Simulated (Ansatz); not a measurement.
# Zr3TiGe8: the cost of one run

Computed with Ansatz 0.2.0 (DFT PBE, scalar-relativistic, plane waves, PAW, unless a step names another level, unless a step's input says otherwise).

## 1. Starting point

The structure is orthorhombic, space group C222 (No. 21). The conventional cell has a = 8.945 Å, b = 9.132 Å, c = 5.238 Å, α = 90.00°, β = 90.00°, γ = 90.00°. Zr (site symmetry 2) is surrounded by 10 Ge at 2.74 to 3.02 Å. Around Zr (site symmetry 222) lie 10 Ge at 2.79 to 3.03 Å. Around Ti (site symmetry 222) lie 10 Ge at 2.69 to 2.99 Å. Ge (site symmetry 1) is surrounded by 1 Ti at 2.69 Å and 5 Ge at 2.69 to 3.07 Å and 4 Zr at 2.79 to 3.02 Å. Around Ge (site symmetry 2) lie 5 Ge at 2.69 to 3.04 Å and 3 Zr at 2.75 to 3.03 Å and 2 Ti at 2.99 Å. Around Ge (site symmetry 2) lie 4 Zr at 2.74 to 3.01 Å and 5 Ge at 2.76 to 3.04 Å and 1 Ti at 2.98 Å.

As a file:

```
Zr Ti Ge
1.0
     4.47245   -4.56597    0.00000
     4.47245    4.56597    0.00000
     0.00000    0.00000    5.23756
Zr Ti Ge
3 1 8
Direct
  0.00000 0.50000 0.74875
  0.50000 0.00000 0.25125
  0.00000 0.00000 0.50000
  0.50000 0.50000 0.00000
  0.82992 0.34030 0.24497
  0.34030 0.82992 0.75503
  0.66081 0.66081 0.50000
  0.16693 0.16693 0.00000
  0.33919 0.33919 0.50000
  0.83307 0.83307 0.00000
  0.17008 0.65970 0.24497
  0.65970 0.17008 0.75503
```

The cell was relaxed beforehand at this level, from a generated guess; it needn't be the stable form of this composition. At a tolerance of 0.05 Å it has space group C222 (No. 21); it has 17.83 Å³/atom, an uncorrected energy of -0.51 eV/atom over the elements.

## 2. Electronic structure at the relaxed geometry

Input file input.yaml:

```yaml
crystal:
  lattice:
    - [4.472447722, -4.5659667903, 0.0]
    - [4.472447722, 4.5659667903, 0.0]
    - [0.0, 0.0, 5.2375645266]
  atoms:
    - { symbol: Zr, position: [0.0, 0.5, 0.7487489928] }
    - { symbol: Zr, position: [0.5, 0.0, 0.2512510072] }
    - { symbol: Zr, position: [0.0, 0.0, 0.5] }
    - { symbol: Ti, position: [0.5, 0.5, 0.0] }
    - { symbol: Ge, position: [0.8299236608, 0.3402957805, 0.2449732493] }
    - { symbol: Ge, position: [0.3402957805, 0.8299236608, 0.7550267507] }
    - { symbol: Ge, position: [0.6608127883, 0.6608127883, 0.5] }
    - { symbol: Ge, position: [0.1669282434, 0.1669282434, 0.0] }
    - { symbol: Ge, position: [0.3391872117, 0.3391872117, 0.5] }
    - { symbol: Ge, position: [0.8330717566, 0.8330717566, 0.0] }
    - { symbol: Ge, position: [0.1700763392, 0.6597042195, 0.2449732493] }
    - { symbol: Ge, position: [0.6597042195, 0.1700763392, 0.7550267507] }
basis:
  ecutwfc: 420
kpoints:
  mp_grid: { grid: [6, 6, 8] }
  band_path:
    path:
      - [[0.0, 0.0, 0.0], [-0.5, 0.5, 0.0], [-0.48986399, 0.51013601, 0.0]]
      - [[0.48986399, 0.48986399, 0.0], [0.0, 0.0, 0.0], [0.0, 0.0, 0.5], [0.48986399, 0.48986399, 0.5]]
      - [[-0.48986399, 0.51013601, 0.5], [-0.5, 0.5, 0.5], [-0.5, 0.5, 0.0]]
      - [[0.0, 0.0, 0.0], [0.0, 0.5, 0.0], [0.0, 0.5, 0.5], [0.0, 0.0, 0.5], [-0.5, 0.5, 0.5]]
    npoints: 10
hamiltonian:
  xc: pbe
scf:
  occupations: { method: gaussian, width: 0.1 }
  n_extra_bands: 30
output:
  forces: true
  stress: true
  eigenvalues: true
  populations: true
  dos: { projected: true, de: 0.02, nscf_kmesh: { grid: [8, 8, 10] } }
  bader: false
  write_density: true
  write_potential: true
  elf: true
  volumetric_format: npy
```

The run is started by

```bash
> ansatz run input.yaml --threads 4 --pin off --max-ram 8192MiB --backend cpu --events-out ev --progress --plain --runs-dir out
```

**Question.** How long does this run take on 4 threads of Intel Xeon at 2.70GHz, shared host, and how much memory does it need?

About 3.5 min, with a peak of 2.4 GiB.
